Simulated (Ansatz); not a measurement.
# BrFH6O2W: the cost of one run

All numbers below are computed with Ansatz 0.2.0 (RKS BLYP-D4/def2-SVP).

**1. The structure to begin with**

Bond lengths: W1–F2 2.200 Å, W1–O3 1.940 Å, O3–H4 1.010 Å, W1–H5 1.720 Å, W1–H6 1.720 Å, W1–H7 1.720 Å, W1–O8 1.940 Å, O8–H9 1.010 Å, W1–Br10 2.870 Å, O3–Br10 2.164 Å. Angles (14 of 26 angles, heavy atoms first): F2–W1–O3 90.0°, F2–W1–O8 180.0°, F2–W1–Br10 71.6°, O3–W1–O8 90.0°, O3–W1–Br10 48.9°, O8–W1–Br10 108.4°, W1–O3–Br10 88.6°, W1–Br10–O3 42.5°, F2–W1–H5 90.0°, F2–W1–H6 90.0°, F2–W1–H7 90.0°, O3–W1–H5 90.0°, O3–W1–H6 180.0°, O3–W1–H7 90.0°.

Structure file:

```xyz
11

W     0.0000    0.0000    0.0000
F     0.0000    0.0000    2.2000
O     1.9400    0.0000    0.0000
H     2.2771   -0.9519   -0.0197
H     0.0000    1.7200    0.0000
H    -1.7200    0.0000    0.0000
H     0.0000   -1.7200    0.0000
O     0.0000    0.0000   -1.9400
H     0.5278    0.7924   -2.2771
Br    1.8861    1.9648    0.9050
H     0.8610    0.8969    2.1051
```

**2. A restrained relaxation towards end A**

Springs on the bonds that form and break draw the guess towards this end; the thresholds are loose.

File input.yaml:

```yaml
crystal:
  periodic: [false, false, false]
  atoms:
    - { symbol: W, position_ang: [0.0, 0.0, 0.0] }
    - { symbol: F, position_ang: [0.0, 0.0, 2.2] }
    - { symbol: O, position_ang: [1.94, 0.0, 0.0] }
    - { symbol: H, position_ang: [2.2771, -0.9519, -0.0197] }
    - { symbol: H, position_ang: [0.0, 1.72, 0.0] }
    - { symbol: H, position_ang: [-1.72, 0.0, 0.0] }
    - { symbol: H, position_ang: [0.0, -1.72, 0.0] }
    - { symbol: O, position_ang: [0.0, 0.0, -1.94] }
    - { symbol: H, position_ang: [0.5278, 0.7924, -2.2771] }
    - { symbol: Br, position_ang: [1.8861, 1.9648, 0.905] }
    - { symbol: H, position_ang: [0.861, 0.8969, 2.1051] }
basis:
  gaussian: { orbitals: def2-SVP }
hamiltonian:
  xc: blyp
  dispersion: d4
relax:
  f_tol: 0.15
  max_steps: 25
  restrain:
    - { distance: [0, 9], at: 3.77, k: 30.0 }
    - { distance: [10, 1], at: 2.12, k: 30.0 }
    - { distance: [0, 1], at: 1.85, k: 30.0 }
    - { distance: [10, 9], at: 1.55, k: 30.0 }
```

Command:

```bash
$ ansatz run input.yaml --threads 4 --pin off --max-ram 5120MiB --backend cpu --events-out ev --progress --plain --runs-dir out
```

Q: Estimate wall time and peak memory on 4 threads of Arm Neoverse V1, shared host.

About 53 s, with a peak of 0.22 GiB.
